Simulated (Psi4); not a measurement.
# quartet SnH3O: levels of theory compared

Aim: a comparison of 4 runs (U-revPBE/def2-TZVP, UBLYP/def2-TZVP, UPBE/def2-TZVP, UTPSS/def2-TZVP) of quartet SnH3O. 

The calculation is run with Psi4 1.11.

1 further run of the same task is left out (set aside as unsound or not needed).

### 1 The structure to begin with

The species is SnH3O (5 atoms), meant as a quartet with charge 0. As SMILES of the parent species, `[OH][SnH2]`. The shape is that of a PBE0-D4/def2-TZVP optimisation. This is one conformer, not always the lowest. That shape belongs to the parent species and isn't relaxed for this state.

Bond lengths: O1–Sn2 1.976 Å, O1–H3 0.960 Å, Sn2–H4 1.735 Å, Sn2–H5 1.722 Å. Angles: O1–Sn2–H4 106.9°, O1–Sn2–H5 101.9°, Sn2–O1–H3 113.3°, H4–Sn2–H5 111.7°.

### 2 The energy at U-revPBE/def2-TZVP (core potential) (run 1)

The input, h3osn.inp:

```
memory 1.6 GB

molecule molecule1 {
  0 4
  O      0.707400    -0.732900     0.861900
  Sn     0.104500     0.308800    -0.705500
  H      0.368600    -1.631300     0.873200
  H     -1.606800     0.061300    -0.845900
  H      0.476300     1.920400    -0.224900
  symmetry c1
  no_reorient
  no_com
}

set reference uks
set puream true
set e_convergence 1e-09
set d_convergence 1e-08
set scf_type pk
set dft_radial_points 99
set dft_spherical_points 590
set maxiter 200

result, w = energy("revpbe/def2-TZVP", return_wfn=True)
oeprop(w, "MAYER_INDICES", "DIPOLE", "LOWDIN_CHARGES")
```

Started as:

```console
$ psi4 -i h3osn.inp -o h3osn.out -n 1
```

h3osn.out:

```text
[...]
    !!!  WARNING: ECP capability is in beta. Please check occupations closely.  !!!
[...]
  Running in c1 symmetry.
[...]
  Nuclear repulsion =   73.023538425356065
[...]
  Multiplicity = 4
[...]
  Nalpha       = 18
  Nbeta        = 15
[...]
    Number of basis functions: 99
[...]
 WARNING: Atomic UHF is not converging! Try casting from a smaller basis or call Rob at CCMST.
   -------------------------
[...]
   @UKS iter   1:  -290.60332692294668   -6.28360e-01   1.13497e-02 DIIS/ADIIS
[...]
   @UKS iter  20:  -291.14213022886901   -9.09495e-13   4.82857e-09 DIIS
[...]
   @S^2 Observed:                3.754644289E+00
[...]
  @UKS Final Energy:  -291.14213022886901
   => Energetics <=
    Nuclear Repulsion Energy =             73.0235384253560653
    One-Electron Energy =                -626.1669572586151844
    Two-Electron Energy =                 289.6881083315813612
    DFT Exchange-Correlation Energy =     -27.6868197271912280
    Empirical Dispersion Energy =           0.0000000000000000
    VV10 Nonlocal Energy =                  0.0000000000000000
    Total Energy =                       -291.1421302288690072
[...]
 Multipole Moments:
 ------------------------------------------------------------------------------------
     Multipole            Electronic (a.u.)      Nuclear  (a.u.)        Total (a.u.)
 ------------------------------------------------------------------------------------
 L = 1.  Multiply by 2.5417464519 to convert [e a0] to [Debye]
 Dipole X            :        -13.7504372           13.5990361           -0.1514010
 Dipole Y            :         -2.7422786            2.4203612           -0.3219174
 Dipole Z            :         16.7993342          -16.6738095            0.1255247
 Magnitude           :                                                    0.3772393
[...]
```

Wall time 27 s (1 thread of AMD EPYC 9R45 (Zen 5), shared host); peak memory 0.74 GiB.

### 3 Energy and gradient at UBLYP/def2-TZVP (core potential) (run 2)

The input, h3osn.xyz:

```xyz
5
H3OSn
O      0.707400    -0.732900     0.861900
Sn     0.104500     0.308800    -0.705500
H      0.368600    -1.631300     0.873200
H     -1.606800     0.061300    -0.845900
H      0.476300     1.920400    -0.224900
```

The input, h3osn_ase.py:

```python
import numpy as np
from ase.calculators.psi4 import Psi4
from ase.io import read

a = read('h3osn.xyz')
calc = Psi4(atoms=a, method='blyp', basis='def2-TZVP', memory='1600MB', num_threads=1, charge=0, multiplicity=4, label='psi4-calc', reference='uks')
calc.psi4.set_options({'puream': True, 'e_convergence': 1e-09, 'd_convergence': 1e-08, 'scf_type': 'pk', 'dft_radial_points': 99, 'dft_spherical_points': 590, 'maxiter': 200})
a.calc = calc

forces = a.get_forces()
print(f'energy: {a.get_potential_energy():.6f} eV')
print('forces / eV A^-1')
print(np.round(forces, 5))
```

Started as:

```console
$ python h3osn_ase.py
```

psi4-calc.dat:

```text
[...]
    !!!  WARNING: ECP capability is in beta. Please check occupations closely.  !!!
[...]
  Running in c1 symmetry.
[...]
  Nuclear repulsion =   73.023538425356065
[...]
  Multiplicity = 4
[...]
  Nalpha       = 18
  Nbeta        = 15
[...]
    Number of basis functions: 99
[...]
 WARNING: Atomic UHF is not converging! Try casting from a smaller basis or call Rob at CCMST.
   -------------------------
[...]
   @UKS iter   1:  -290.46284693152887   -5.86829e-01   1.18939e-02 ADIIS/DIIS
[...]
   @UKS iter  21:  -291.05109064542222   -2.84217e-13   3.15768e-09 DIIS
[...]
   @S^2 Observed:                3.756144340E+00
[...]
  @UKS Final Energy:  -291.05109064542222
   => Energetics <=
    Nuclear Repulsion Energy =             73.0235384253560653
    One-Electron Energy =                -626.0858448063314654
    Two-Electron Energy =                 289.6038708013663268
    DFT Exchange-Correlation Energy =     -27.5926550658131298
    Empirical Dispersion Energy =           0.0000000000000000
    VV10 Nonlocal Energy =                  0.0000000000000000
    Total Energy =                       -291.0510906454222209
[...]
  -Total Gradient:
     Atom            X                  Y                   Z
    ------   -----------------  -----------------  -----------------
       1       -0.021793778438    -0.004099430318    -0.060155759599
       2       -0.003510741708    -0.024796875857     0.066796917766
       3        0.003682405699     0.046325835443    -0.000540047606
       4        0.019863787701    -0.004896742342    -0.004025557412
       5        0.001762150046    -0.012535557494    -0.002071358484
[...]
```

On the terminal:

```text
energy: -7919.903580 eV
forces / eV A^-1
[[ 1.12068  0.2108   3.09333]
 [ 0.18053  1.27511 -3.43484]
 [-0.18936 -2.38217  0.02777]
 [-1.02144  0.2518   0.207  ]
 [-0.09061  0.6446   0.10651]]
```

It took 31 s on 1 thread of AMD EPYC 9R45 (Zen 5), shared host; peak memory 0.76 GiB.

Run 3 isn't shown in full; the table further down has it.

### 4 A single-point energy at UTPSS/def2-TZVP (core potential) (run 4)

The input, input.json:

```json
{
 "schema_name": "qcschema_input",
 "schema_version": 1,
 "molecule": {
  "schema_name": "qcschema_molecule",
  "schema_version": 2,
  "symbols": ["O", "Sn", "H", "H", "H"],
  "geometry": [1.33679226, -1.38498028, 1.62875495, 0.19747638, 0.58354743, -1.33320178, 0.69655305, -3.08271023, 1.65010885, -3.03641194, 0.11584021, -1.59851933, 0.90007655, 3.62903005, -0.42499941],
  "molecular_charge": 0,
  "molecular_multiplicity": 4,
  "fix_symmetry": "c1",
  "fix_com": true,
  "fix_orientation": true
 },
 "driver": "energy",
 "model": {
  "method": "tpss",
  "basis": "def2-TZVP"
 },
 "keywords": {
  "reference": "uks",
  "puream": true,
  "e_convergence": 1e-09,
  "d_convergence": 1e-08,
  "scf_type": "pk",
  "dft_radial_points": 99,
  "dft_spherical_points": 590,
  "maxiter": 200
 }
}
```

Started as:

```console
$ psi4 --qcschema input.json -n 1 --memory 1600MB
```

stdout:

```text
[...]
    !!!  WARNING: ECP capability is in beta. Please check occupations closely.  !!!
[...]
  Running in c1 symmetry.
[...]
  Nuclear repulsion =   73.023538395332892
[...]
  Multiplicity = 4
[...]
  Nalpha       = 18
  Nbeta        = 15
[...]
    Number of basis functions: 99
[...]
 WARNING: Atomic UHF is not converging! Try casting from a smaller basis or call Rob at CCMST.
   -------------------------
[...]
   @UKS iter   1:  -290.52985362270107   -6.49892e-01   1.10556e-02 DIIS/ADIIS
[...]
   @UKS iter  22:  -291.03981577615133   -2.84217e-13   2.46414e-09 DIIS
[...]
   @S^2 Observed:                3.757827994E+00
[...]
  @UKS Final Energy:  -291.03981577615133
   => Energetics <=
    Nuclear Repulsion Energy =             73.0235383953328920
    One-Electron Energy =                -626.1243129675996215
    Two-Electron Energy =                 289.6468466508575830
    DFT Exchange-Correlation Energy =     -27.5858878547422428
    Empirical Dispersion Energy =           0.0000000000000000
    VV10 Nonlocal Energy =                  0.0000000000000000
    Total Energy =                       -291.0398157761513289
[...]
 Multipole Moments:
 ------------------------------------------------------------------------------------
     Multipole            Electronic (a.u.)      Nuclear  (a.u.)        Total (a.u.)
 ------------------------------------------------------------------------------------
 L = 1.  Multiply by 2.5417464519 to convert [e a0] to [Debye]
 Dipole X            :        -13.7286291           13.5990361           -0.1295930
 Dipole Y            :         -2.7955891            2.4203613           -0.3752278
 Dipole Z            :         16.8271276          -16.6738095            0.1533182
 Magnitude           :                                                    0.4255546
[...]
```

The result, in JSON:

```text
{
 "driver": "energy",
 "model": {
  "method": "tpss",
  "basis": "def2-TZVP"
 },
 "success": true,
 "return_result": -291.03981577615133,
 "properties": {
  "calcinfo_nbasis": 99,
  "calcinfo_nmo": 99,
  "calcinfo_nalpha": 18,
  "calcinfo_nbeta": 15,
  "calcinfo_natom": 5,
  "nuclear_repulsion_energy": 73.02353839533289,
  "return_energy": -291.03981577615133,
  "scf_one_electron_energy": -626.1243129675996,
  "scf_two_electron_energy": 289.6468466508576,
  "scf_xc_energy": -27.585887854742243,
  "scf_dipole_moment": [-0.12959300021107012, -0.3752278399760316, 0.15331818283238263],
  "scf_total_energy": -291.03981577615133,
  "scf_iterations": 22
 }
}
```

Wall time 81 s (1 thread of AMD EPYC 9R45 (Zen 5), shared host); peak memory 0.74 GiB.

### 5 The series

```csv
run,level,task,energy (Eh),dipole moment (D),HOMO energy (eV),⟨S²⟩,wall time
1,U-revPBE/def2-TZVP (core potential),energy,-291.142130,0.96,-2.24,3.755,27 s
2,UBLYP/def2-TZVP (core potential),gradient,-291.051091,0.78,-2.10,3.756,31 s
3,UPBE/def2-TZVP (core potential),energy,-291.032241,0.90,-2.29,3.755,25 s
4,UTPSS/def2-TZVP (core potential),energy,-291.039816,1.08,-2.25,3.758,81 s
```

### 6 Summary of results

```
                                 quantity          value
                      run 4: total energy  -291.03982 Eh
                     run 4: dipole moment         1.08 D
run 4: HOMO energy (highest over α and β)       -2.25 eV
                              run 4: ⟨S²⟩          3.758
```

The dipole moment (its size) runs from 0.78 D (UBLYP/def2-TZVP) to 1.08 D (UTPSS/def2-TZVP). Totals of different functionals can't be ranked against each other. All runs together took 2.7 min, the longest 81 s.
